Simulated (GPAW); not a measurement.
# ScRu3 (I4/mmm) in GPAW: single point with PBE

Aim: the single point of ScRu3 with PBE.

Program: GPAW 26.7.0. These are calculated values, not measurements. Logs are shortened: lines on timing, memory, paths and dates and some standing lists are left out, and cuts for length are marked. The log counts tension as positive stress, the text compression.

## Step 1: The structure

It takes space group I4/mmm (No. 139, tetragonal). The conventional cell has a = 3.899 Å, b = 3.899 Å, c = 8.045 Å, α = 90.00°, β = 90.00°, γ = 90.00°. Around Ru (site symmetry 4/mmm) lie 4 Sc at 2.76 Å and 8 Ru at 2.80 Å. Ru (site symmetry -4m2) has 8 Ru at 2.76 to 2.80 Å and 4 Sc at 2.80 Å as nearest neighbours. Sc (site symmetry 4/mmm) is surrounded by 12 Ru at 2.76 to 2.80 Å.

The cell comes from a database or a generator and needn't be the stable form of this composition.

## Step 2: Single point, PBE

Input file run.py:

```python
from ase import Atoms
from ase.dft.bandgap import bandgap
from ase.io import write
from ase.units import GPa
from gpaw import GPAW, PW

atoms = Atoms(['Ru', 'Ru', 'Ru', 'Sc'],
              cell=[[-1.949259, 1.949259, 4.022291],
                    [1.949259, -1.949259, 4.022291],
                    [1.949259, 1.949259, -4.022291]],
              scaled_positions=[[0.5, 0.5, 0.0],
                                [0.25, 0.75, 0.5],
                                [0.75, 0.25, 0.5],
                                [0.0, 0.0, 0.0]],
              pbc=True)

calc = GPAW(mode=PW(600),
            xc='PBE',
            kpts={'size': (10, 10, 10), 'gamma': True},
            occupations={'name': 'methfessel-paxton', 'order': 0, 'width': 0.02},
            nbands=51,
            convergence={'density': 1e-05, 'energy': 1e-05},
            maxiter=150,
            txt='gpaw.txt')
atoms.calc = calc
energy = atoms.get_potential_energy()
forces = atoms.get_forces()
stress = atoms.get_stress()
calc.write('gs.gpw')
write('result.traj', atoms)
print(f'Energy: {energy:.6f} eV')
print('Forces (eV/A):')
print(forces.round(4))
print('Stress (GPa):', (stress / GPa).round(3))
print('Fermi level:', round(calc.get_fermi_level(), 4), 'eV')
print(f'Gap: {bandgap(calc)[0]:.4f} eV, direct: {bandgap(calc, direct=True)[0]:.4f} eV')
```

Potentials or basis: GPAW PAW data sets (gpaw-data 1.2.1), pw.

Run with:

```console
$ OMP_NUM_THREADS=1 python run.py
```

gpaw.txt:

```text
__  _  _
 | _ |_)|_||  |
 |__||  | ||/\| - 26.7.0

Input parameters:
  mode=PW(ecut=600.0),
  convergence={'density': 1e-05, 'energy': 1e-05},
  kpts=MonkhorstPack(size=(10, 10, 10), gamma=True),
  maxiter=150,
  nbands=51,
  occupations=Occupations(name='methfessel-paxton', order=0, width=0.02),
  xc=XC(name='PBE')

Diagonalizing LCAO Hamiltonian
Converting LCAO to pw mode

       Ru
         Ru

            Ru

       Sc

Atoms  # Å, Bohr magnetons
|   | symbol |         x |        y |        z |    initial magnetic moments |
|---|--------|-----------|----------|----------|-----------------------------|
| 0 |     Ru |  0.000000 | 0.000000 | 4.022291 | ( 0.0000,  0.0000,  0.0000) |
| 1 |     Ru |  1.949259 | 0.000000 | 2.011146 | ( 0.0000,  0.0000,  0.0000) |
| 2 |     Ru | -0.000000 | 1.949259 | 2.011146 | ( 0.0000,  0.0000,  0.0000) |
| 3 |     Sc |  0.000000 | 0.000000 | 0.000000 | ( 0.0000,  0.0000,  0.0000) |

Unit cell  # Å
| periodic |         x |         y |         z |  lengths |     angles |
|----------|-----------|-----------|-----------|----------|------------|
|      yes | -1.949259 |  1.949259 |  4.022291 | 4.876274 | 132.875705 |
|      yes |  1.949259 | -1.949259 |  4.022291 | 4.876274 | 132.875705 |
|      yes |  1.949259 |  1.949259 | -4.022291 | 4.876274 |  68.849413 |

Number of symmetries: 16
Symmetry operations  # r_c * U_cc + t_c -> r_c
|    | kind |            matrix            |
|----|------|------------------------------|
|  0 |  σ   |  1, 1, 1,  0, 0,-1,  0,-1, 0 |
|  1 |  C4  |  1, 1, 1,  0, 0,-1, -1, 0, 0 |
|  2 |  E   |  1, 0, 0,  0, 1, 0,  0, 0, 1 |
|  3 |  σ   |  1, 0, 0,  0, 1, 0, -1,-1,-1 |
|  4 |  σ   |  0, 1, 0,  1, 0, 0,  0, 0, 1 |
|  5 |  C2  |  0, 1, 0,  1, 0, 0, -1,-1,-1 |
|  6 |  C2  |  0, 0, 1, -1,-1,-1,  1, 0, 0 |
|  7 |  S4  |  0, 0, 1, -1,-1,-1,  0, 1, 0 |
|  8 |  C4  |  0, 0,-1,  1, 1, 1,  0,-1, 0 |
|  9 |  σ   |  0, 0,-1,  1, 1, 1, -1, 0, 0 |
| 10 |  σ   |  0,-1, 0, -1, 0, 0,  1, 1, 1 |
| 11 |  C2  |  0,-1, 0, -1, 0, 0,  0, 0,-1 |
| 12 |  C2  | -1, 0, 0,  0,-1, 0,  1, 1, 1 |
| 13 |  i   | -1, 0, 0,  0,-1, 0,  0, 0,-1 |
| 14 |  S4  | -1,-1,-1,  0, 0, 1,  1, 0, 0 |
| 15 |  C2  | -1,-1,-1,  0, 0, 1,  0, 1, 0 |

BZ-sampling:
  Number of BZ points: 1000
  Number of IBZ points: 102

  Monkhorst-Pack size: [10, 10, 10]
  Monkhorst-Pack shift: [0.05, 0.05, 0.05]

K-points  # in reciprocal-cell coordinates
|     |                                coordinates |     weight |
|-----|--------------------------------------------|------------|
|   0 | (  0.00000000,   0.00000000,   0.00000000) | 0.00100000 |
|   1 | (  0.10000000,  -0.10000000,   0.00000000) | 0.00400000 |
|   2 | (  0.10000000,  -0.10000000,   0.10000000) | 0.00400000 |
|   3 | (  0.10000000,   0.00000000,   0.00000000) | 0.00800000 |
|   4 | (  0.10000000,   0.10000000,  -0.10000000) | 0.00200000 |
|   5 | (  0.20000000,  -0.20000000,   0.00000000) | 0.00400000 |
|   6 | (  0.20000000,  -0.20000000,   0.10000000) | 0.00800000 |
|   7 | (  0.20000000,  -0.20000000,   0.20000000) | 0.00400000 |
|   8 | (  0.20000000,  -0.10000000,   0.00000000) | 0.01600000 |
|   9 | (  0.20000000,  -0.10000000,   0.10000000) | 0.00800000 |
| ... |                                            |            |
| 101 | (  0.50000000,   0.50000000,   0.50000000) | 0.00100000 |

Plane wave coefficients: 2057
Cutoff: 600.0 eV

Spin-components: 1 (collinear spins)
Bands:           51
Projectors:      24
Spin-degeneracy: 2
Datatype:        complex128

Parallelization:
  kpt:    1
  domain: 1
  band:   1

Density:
  Valence electrons: 59.0
  Components: 1
  Grid points: [28 28 28]
  Charge: 0.0  # |e|

Potential:
  Grid points: [28 28 28]

species:
  Ru:
    name:    Ruthenium
    Z:       44.0
    valence: 16
    core:    28
    charge:  0.0  # [|e|]
    compensation charges:
      type: gauss
      rc: 0.39  # [Å]
      lmax: 2
    cutoffs:
      filter: 2.16  # [Å]
      core: 1.30  # [Å]
    projectors
    | kind |    occ | energy [eV] | rcut [Å] |
    |------|--------|-------------|----------|
    |   4s |  2.000 |     -76.316 |    1.281 |
    |   5s |  1.000 |      -4.236 |    1.281 |
    |   4p |  6.000 |     -46.423 |    1.286 |
    |   5p |  0.000 |      -0.913 |    1.286 |
    |   4d |  7.000 |      -5.203 |    1.254 |
    |    d |        |      22.008 |    1.254 |

    Using partial waves for Ru as LCAO basis

  Sc:
    name:    Scandium
    Z:       21.0
    valence: 11
    core:    10
    charge:  0.0  # [|e|]
    compensation charges:
      type: gauss
      rc: 0.39  # [Å]
      lmax: 2
    cutoffs:
      filter: 2.14  # [Å]
      core: 1.08  # [Å]
    projectors
    | kind |    occ | energy [eV] | rcut [Å] |
    |------|--------|-------------|----------|
    |   3s |  2.000 |     -55.031 |    1.228 |
    |   4s |  2.000 |      -4.183 |    1.228 |
    |   3p |  6.000 |     -33.625 |    1.281 |
    |   4p |  0.000 |      -1.467 |    1.281 |
    |   3d |  1.000 |      -3.233 |    1.196 |
    |    d |        |      23.979 |    1.196 |

    Using partial waves for Sc as LCAO basis

Reference energy: -390524.258069  # eV

eigensolver:
  PPCG
  Converge bands: occupied
  niter=2

density mixing:
  MSR1-Mixer
  Pratt-step length: 0.05
  Maximum mixing coefficient: 0.75
  Old densities: 10
  SVD Regularization: 0.005
  Good broyden scale: 1.0
  Trust region scale: 1.0
  Backstep threshold: 4.0
  History deletion threshold: 6.0
  Fourier metric: weight=20.0, sigma=0.015

occupation numbers:
  Methfessel-Paxton:
    width: 0.0200  # eV
    order: 0

poisson solver:
  ecut: 4800.0  # eV

xc functional:
  name: PBE with 2 nearest neighbor stencil

convergence criteria:
- Maximum integral of absolute [dens]ity change: 1e-05 electrons / valence electron
- Maximum [total energy] change in last 3 cyles: 1e-05 eV / valence electron
- Maximum integral of absolute [eigenst]ate change: 4e-08 eV^2 / valence electron
maximum number of iterations: 150

SCF iterations
|iter     | |      energy | eigst |  dens |
|---------|-|-------------|-------|-------|
|iter:   1| |  -36.636589 | +0.49 |       |
|iter:   2| |  -35.261517 | -1.33 | -0.99 |
|iter:   3| |  -33.371095 | -1.21 | -1.11 |
|iter:   4| |  -33.169166 | -1.78 | -1.55 |
|iter:   5| |  -33.173508 | -3.00 | -1.97 |
|iter:   6| |  -33.158614 | -3.53 | -2.01 |
|iter:   7| |  -33.160126 | -3.39 | -2.35 |
|iter:   8| |  -33.160173 | -5.05 | -3.24 |
|iter:   9| |  -33.160179c| -6.29 | -3.79 |
|iter:  10| |  -33.160179c| -6.84 | -4.20 |
|iter:  11| |  -33.160179c| -7.88c| -4.92 |
|iter:  12| |  -33.160179c| -8.21c| -5.63c|

Converged in 12 steps
Energy contributions relative to reference atoms: (reference = -390524.258069)

Energy contributions:
  Kinetic:         -12.400300
  Coulomb:           2.592094
  Zero:             -0.451213
  External:          0.000000
  Xc:              -22.899832
  Entropy:          -0.001860
  Spinorbit:         0.000000
  ----------------------------
  Free energy:     -33.161109
  Extrapolated:    -33.160179

dipole moment: (-12.005283, -12.005283, 3.249932)  # |e|*Ang

Fermi level: 10.786
Eigenvalues  # (at kpt = [0.000, 0.000, 0.000])
| band index |      eig [eV] | occ [0-2] |
|------------|---------------|-----------|
|          0 |       -61.511 |     2.000 |
|        ... |               |           |
|         22 |         8.237 |     2.000 |
|         23 |         8.579 |     2.000 |
|         24 |         8.579 |     2.000 |
|         25 |         9.506 |     2.000 |
|         26 |        10.390 |     2.000 |
|         27 |        10.390 |     2.000 |
[... 8 lines left out ...]
|         36 |        14.769 |     0.000 |
|         37 |        16.130 |     0.000 |
|        ... |               |           |
|         50 |        31.911 |     0.000 |

No gap
No difference between direct/indirect transitions

Forces  # eV/Ang
|        x |       y |       z |
|----------|---------|---------|
|  0.00000 | 0.00000 | 0.00000 |  # Ru   0
| -0.00000 | 0.00000 | 0.00000 |  # Ru   1
|  0.00000 | 0.00000 | 0.00000 |  # Ru   2
|  0.00000 | 0.00000 | 0.00000 |  # Sc   3

Stress tensor  # eV/Ang^3
|        x |        y |        z |
|----------|----------|----------|
| 0.015545 | 0.000000 | 0.000000 |
| 0.000000 | 0.015545 | 0.000000 |
| 0.000000 | 0.000000 | 0.010228 |

# Writing to gs.gpw (mode='')
```

It took 4.1 min on 1 thread of Arm Neoverse V2, shared host; peak memory 0.39 GiB.

Results:

```yaml
Free_energy: -33.1611 eV
Pressure: -2.2 GPa
Band_gap_on_the_k_mesh: none (metal or under the smearing width)
```
